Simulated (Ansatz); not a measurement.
# [CuH2]- (CuH2−): an energy map over two coordinates

Aim: map the energy of [CuH2]- (CuH₂), charge −1 over two coordinates, and find its wells, ridges and stiffness.

Method: RKS PBE0-D4/def2-TZVPD; program: Ansatz 0.2.0.

### Step 1. Where the work starts

3 atoms, charge -1, spin multiplicity 1.

Atoms are counted from 1 here; the program's logs count them from 0.

Bond lengths: Cu1–H2 1.553 Å, Cu1–H3 1.553 Å. Angles: H2–Cu1–H3 180.0°.

Coordinates:

```xyz
3

Cu    0.0002    0.0001    0.0000
H    -0.0176   -0.0217    1.5527
H     0.0174    0.0216   -1.5527
```

### Step 3. Plan of the scan

- angle H2–Cu1–H3 (carried through 180): 15 values from 140.0 to 220.0 °
- change of the bonds Cu1–H2, Cu1–H3, all alike: 15 values from −0.173 to 0.268 Å

Nothing else is relaxed (all other coordinates rigid). Energies count from the relaxed molecule at the same level. Points are written as (first, second).

(The set-up runs are not shown.)

### Step 4. Grid point (180.0°, 0.016 Å)

Contents of input.yaml:

```yaml
crystal:
  periodic: [false, false, false]
  atoms:
    - { symbol: Cu, position_ang: [-1.4e-05, -8.0e-06, 0.0] }
    - { symbol: H, position_ang: [-0.017932, -0.022156, 1.590336] }
    - { symbol: H, position_ang: [0.017897, 0.022164, -1.590337] }
total_charge: -1
basis:
  gaussian: { orbitals: def2-TZVPD }
hamiltonian:
  xc: pbe0
  dispersion: d4
output:
  forces: true
```

On the command line:

```console
$ ansatz run input.yaml --threads 1 --pin off --max-ram 2560MiB --backend cpu --events-out ev --progress --plain --runs-dir out
```

Further runs follow: all other points of the grid.

Q: Predict the outcome of this session. Wanted: lowest point; highest computed point; largest force on an atom.

**Answer**, as computed:

| quantity | value |
| --- | --- |
| lowest point | (180.0°, 0.016 Å), 0.0024 eV |
| highest computed point | (140.0°, −0.173 Å), 0.836 eV above the lowest |
| largest force on an atom (eV/Å) | 0.15 at (180.0°, 0.016 Å) to 2.86 at (140.0°, −0.173 Å); 0.15 at the lowest point |
| time for the whole task | 4.9 min on 1 thread, shared host |

The lowest computed point is at (180.0°, 0.016 Å), 0.0024 eV from the relaxed molecule at the same level. The grid is coarse, so the true minimum lies between grid points and may sit elsewhere than the lowest one. It is the only kind of minimum in the scanned range. The highest computed point, (140.0°, −0.173 Å), lies 0.836 eV above the lowest. Round the minimum the two coordinates are nearly uncoupled.
